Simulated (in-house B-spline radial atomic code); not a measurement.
# Fe¹⁷⁺: excited configurations in jj coupling

How much energy does it take to promote electrons of Fe¹⁷⁺ to other shells? Each configuration is solved by itself and compared with the reference.

Method: Dirac-Hartree-Fock, average of configuration, Fermi nucleus, basis-set limit. Code: in-house B-spline radial atomic code version 1.

## 1. The system

| Item | Value |
| --- | --- |
| element | iron (Z = 26) |
| charge | +17 |
| electrons | 9 |
| configuration | 1s2 2s2 2p-2 2p+3 |
| Hamiltonian | Dirac-Coulomb |
| nucleus | Fermi, rms radius 3.738 fm |

In configurations, a minus sign after the shell means j = l − 1/2 and a plus sign j = l + 1/2; the count of electrons follows.

Settings of the run:

```ini
Z = 26
electrons = 9.0
configuration = 1s2 2s2 2p-2 2p+3
hamiltonian = dirac
method = hf
spin_polarised = False
nucleus = fermi
rms_radius = 3.7377
mass_number = 56
atomic_mass = 55.934935537
speed_of_light = 137.035999084
```

From the earlier run of the reference: total energy -1102.086235 hartree. Levels, eight at most:

```
orbital  occupation  energy (eV)  <r> (bohr)
  1s1/2           2     -7856.04     0.05831
  2s1/2           2     -1483.33      0.2579
  2p1/2           2     -1375.19      0.2243
  2p3/2           3     -1363.26      0.2269
```

## 2. 1s2 2s2 2p-2 2p+2 3s1

Settings of the run:

```ini
Z = 26
electrons = 9.0
configuration = 1s2 2s2 2p-2 2p+2 3s1
hamiltonian = dirac
method = hf
spin_polarised = False
nucleus = fermi
rms_radius = 3.7377
mass_number = 56
atomic_mass = 55.934935537
speed_of_light = 137.035999084
```

## 3. Configuration 1s2 2s2 2p-1 2p+3 6p-1

The settings differ from step 2 so:

```diff
@@ -2,3 +2,3 @@
 electrons = 9.0
-configuration = 1s2 2s2 2p-2 2p+2 3s1
+configuration = 1s2 2s2 2p-1 2p+3 6p-1
 hamiltonian = dirac
```

## 4. Run with 1s2 2s1 2p-2 2p+3 4f+1

The settings differ from step 3 so:

```diff
@@ -2,3 +2,3 @@
 electrons = 9.0
-configuration = 1s2 2s2 2p-1 2p+3 6p-1
+configuration = 1s2 2s1 2p-2 2p+3 4f+1
 hamiltonian = dirac
```

## 5. Run with 1s2 2s2 2p+4 6f+1

The settings differ from step 4 so:

```diff
@@ -2,3 +2,3 @@
 electrons = 9.0
-configuration = 1s2 2s1 2p-2 2p+3 4f+1
+configuration = 1s2 2s2 2p+4 6f+1
 hamiltonian = dirac
```

## 6. 1s2 2s2 2p-1 2p+3 4d-1

The settings differ from step 5 so:

```diff
@@ -2,3 +2,3 @@
 electrons = 9.0
-configuration = 1s2 2s2 2p+4 6f+1
+configuration = 1s2 2s2 2p-1 2p+3 4d-1
 hamiltonian = dirac
```

## 7. Run with 1s2 2s2 2p-1 2p+4

The settings differ from step 6 so:

```diff
@@ -2,3 +2,3 @@
 electrons = 9.0
-configuration = 1s2 2s2 2p-1 2p+3 4d-1
+configuration = 1s2 2s2 2p-1 2p+4
 hamiltonian = dirac
```

**Question.** How far above the reference does each configuration lie (order and size, in eV)?

As calculated:

| net move | configuration | energy above the reference (eV) | with Breit, QED, recoil (eV) | largest <r> (bohr) |
| --- | --- | --- | --- | --- |
| 2p1/2 → 2p3/2 | 1s2 2s2 2p-1 2p+4 | 13.012 | 12.703 | 0.258 |
| 2p3/2 → 3s | 1s2 2s2 2p-2 2p+2 3s1 | 777.41 | 777.05 | 0.635 |
| 2p1/2 → 4d3/2 | 1s2 2s2 2p-1 2p+3 4d-1 | 1089.16 | 1088.18 | 1.13 |
| 2s → 4f7/2 | 1s2 2s1 2p-2 2p+3 4f+1 | 1205.38 | 1204.37 | 0.995 |
| 2p1/2 → 6p1/2 | 1s2 2s2 2p-1 2p+3 6p-1 | 1243.19 | 1242.21 | 2.78 |
| 2×2p1/2 → 2p3/2, 6f7/2 | 1s2 2s2 2p+4 6f+1 | 1268.66 | 1267.49 | 2.66 |

The energies run from 13.012 eV (2p1/2 → 2p3/2) to 1268.66 eV (2×2p1/2 → 2p3/2, 6f7/2). Two partly filled shells share a symmetry and can mix in the average, which may lower the energy, for: 2p1/2 → 6p1/2. These are averages over configurations, without correlation, not spectroscopic levels.
